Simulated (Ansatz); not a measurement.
# TaTe: relaxation of cell and atoms with HSEsol

TaTe:

```
Ta Te
1.0
     3.42009    0.00000    0.00000
     0.00000    3.42009    0.00000
     0.00000    0.00000    3.42009
Ta Te
1 1
Direct
  0.50000 0.50000 0.50000
  0.00000 0.00000 0.00000
```

The cell was built by a generator and needn't be a form met in nature.

```
Program             : Ansatz 0.2.0
Task                : relaxation of cell and atoms
Functional          : HSEsol
Potentials or basis : Ansatz PAW
Cutoff              : 420 eV (not typed: the program's choice for these potentials)
k mesh              : 4 × 4 × 4
Occupations         : fermi-dirac, width 0.05 eV
Spin                : no spin polarisation
```

```json
{"Relaxed volume": "18.99 Å³/atom", "Relaxed cell": "a = 3.361 Å, b = 3.361 Å, c = 3.361 Å, α = 90.00°, β = 90.00°, γ = 90.00°", "Space group after relaxing (to 0.05 Å)": "Pm-3m (No. 221)", "Energy gained by relaxing": "25.4 meV/atom", "Ionic steps": "5", "Pressure after relaxing": "0.0 GPa", "Band gap on the k mesh": "none (metal or under the smearing width)"}
```

The path:
```csv
step,energy change (eV),largest force (eV/Å),volume (Å³)
1,0.0000,0.0000,40.00
2,-0.0497,0.0000,38.33
3,-0.0515,0.0000,37.95
4,-0.0515,0.0000,37.98
5,-0.0508,0.0000,37.98
```

Final structure:
```xyz
2
Lattice="3.3613 0.0000 0.0000 0.0000 3.3613 0.0000 0.0000 0.0000 3.3613" Properties=species:S:1:pos:R:3 pbc="T T T"
Ta    1.6807    1.6807    1.6807
Te    0.0000    0.0000    0.0000
```

Levels at points of the mesh, in eV from the Fermi level:
| k point | band 12 | band 13 | band 14 | band 15 | band 16 | band 17 |
| --- | --- | --- | --- | --- | --- | --- |
| (0.00, 0.00, 0.00) | -4.16 | -2.32 | -2.32 | -2.32 | 1.44 | 1.44 |
| (0.00, 0.00, -0.50) | -4.08 | -4.08 | -3.22 | 1.70 | 2.82 | 4.26 |
| (0.00, -0.50, -0.50) | -7.48 | -4.69 | -0.70 | -0.70 | 0.05 | 1.73 |
| (-0.50, -0.50, -0.50) | -8.46 | -8.46 | 1.10 | 1.10 | 1.10 | 3.45 |

Wall time 100 s on 1 × NVIDIA H100 80GB HBM3 with 2 threads of AMD EPYC 7R13 Processor (Zen 3), on a shared host, peak memory 1.6 GiB.

Caveat: the k mesh is coarse (spacing up to 0.46 Å⁻¹), so the values aren't converged, least of all with exact exchange; the plane-wave basis is chosen anew once the cell has moved, so the energies of steps on either side of that aren't comparable; the PAW data sets come from PBE, with cores solved anew for the run's functional, which leaves a small shift of forces and pressure. The run has no spin-orbit coupling, so splittings on Ta, Te are missing.
